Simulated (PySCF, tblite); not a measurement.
**C₆H₁₂N₂OSi: geometry, infrared bands and NMR shifts**

Wanted: the infrared bands and NMR shifts of C₆H₁₂N₂OSi (`CCCN([SiH2]C#N)C(C)=O`), by calculation.

Computed with tblite 0.8.0 and PySCF 2.14.0, with density-fitted response routines of our own, on a single molecule in the gas phase. Atoms are numbered from 0 throughout.

### 1 Starting geometry

22 atoms, charge 0, multiplicity 1; geometry from: force field or distance geometry start.

Bonds of the start (Å): C0–C1 1.54, C1–C2 1.53, C2–N3 1.48, N3–Si4 1.78, Si4–C5 1.89, C5–N6 1.17, N3–C7 1.37, C7–C8 1.52, C7–O9 1.24, C0–H10 1.09, C0–H11 1.09, C0–H12 1.08, C1–H13 1.09, C1–H14 1.10, C2–H15 1.09, C2–H16 1.10, Si4–H17 1.48, Si4–H18 1.49, C8–H19 1.09, C8–H20 1.09, C8–H21 1.10.

### 2 Relaxing the molecule with GFN2-xTB

What the job is given:

```
{"job": {"kind": "relax", "xc": "GFN2-xTB", "basis": "xTB"}, "charge": 0, "multiplicity": 1}
C      2.852000    -0.602800     0.208800
C      1.506500    -0.044700    -0.283300
C      0.430000    -0.214500     0.794200
N     -0.890200     0.249600     0.317000
Si    -1.284800     1.972800     0.531600
C     -1.320300     2.901300    -1.112200
N     -1.286200     3.495200    -2.114700
C     -1.844400    -0.520900    -0.300700
C     -1.526800    -1.992500    -0.495300
O     -2.937000    -0.088400    -0.691000
H      2.764100    -1.669800     0.435200
H      3.175100    -0.082100     1.113700
H      3.604000    -0.469500    -0.551600
H      1.225100    -0.565400    -1.198600
H      1.632100     1.017300    -0.529900
H      0.346300    -1.265800     1.084800
H      0.697300     0.327600     1.711800
H     -0.218400     2.528500     1.398900
H     -2.539600     2.095900     1.316200
H     -0.579800    -2.112700    -1.019900
H     -1.494900    -2.485100     0.478000
H     -2.320300    -2.454600    -1.093800
```

Launch:

```
> OMP_NUM_THREADS=1 python probes_run.py task.json out
```

This one command runs all jobs of the session in turn.

**Question.** This job is followed by: GFN2-xTB harmonic vibrations, gas phase; GIAO PBE0/pcSseg-1 NMR shielding, non-relativistic, gas phase. What will the session give for the following? strongest single infrared mode (GFN2-xTB); zero-point energy (GFN2-xTB); 13C shifts against TMS (PBE0/pcSseg-1); 1H shifts against TMS (PBE0/pcSseg-1, means over atoms taken as alike); 15N shifts against NH3 (PBE0/pcSseg-1); 29Si shifts against TMS (PBE0/pcSseg-1); 17O shifts against H2O (PBE0/pcSseg-1).

As calculated:

| quantity | value |
| --- | --- |
| strongest single infrared mode (GFN2-xTB) | 1631 cm⁻¹, 430 km/mol |
| zero-point energy (GFN2-xTB) | 107.8 kcal/mol |
| 13C shifts against TMS (PBE0/pcSseg-1) | 183.8, 124.6, 49.6, 30.2, 19.7, 13.2 ppm |
| 1H shifts against TMS (PBE0/pcSseg-1, means over atoms taken as alike) | 4.68, 2.99, 2.24, 1.66, 1.01 ppm |
| 15N shifts against NH3 (PBE0/pcSseg-1) | 352.5, 146.9 ppm |
| 29Si shifts against TMS (PBE0/pcSseg-1) | -82.2 ppm |
| 17O shifts against H2O (PBE0/pcSseg-1) | 453.7 ppm |

Over 75 steps the energy fell by 0.355 eV; of the close pairs, C2–N3 changed most, 1.479 to 1.439 Å. No mode is imaginary among the 60: a minimum at this level. The strongest single mode, at 1631 cm⁻¹, moves mainly C7 and O9. Unscaled tight-binding wavenumbers are off by several per cent, some by more. Its intensities can rank the bands wrongly. The most deshielded carbon is C7 (amide carbonyl carbon), at 183.8 ppm: it is a carbonyl in resonance with an O or N lone pair, the region of acids, esters and amides. At PBE0/pcSseg-1: Shielding is most anisotropic at N6 (span 592 ppm, paramagnetic term -424 ppm).
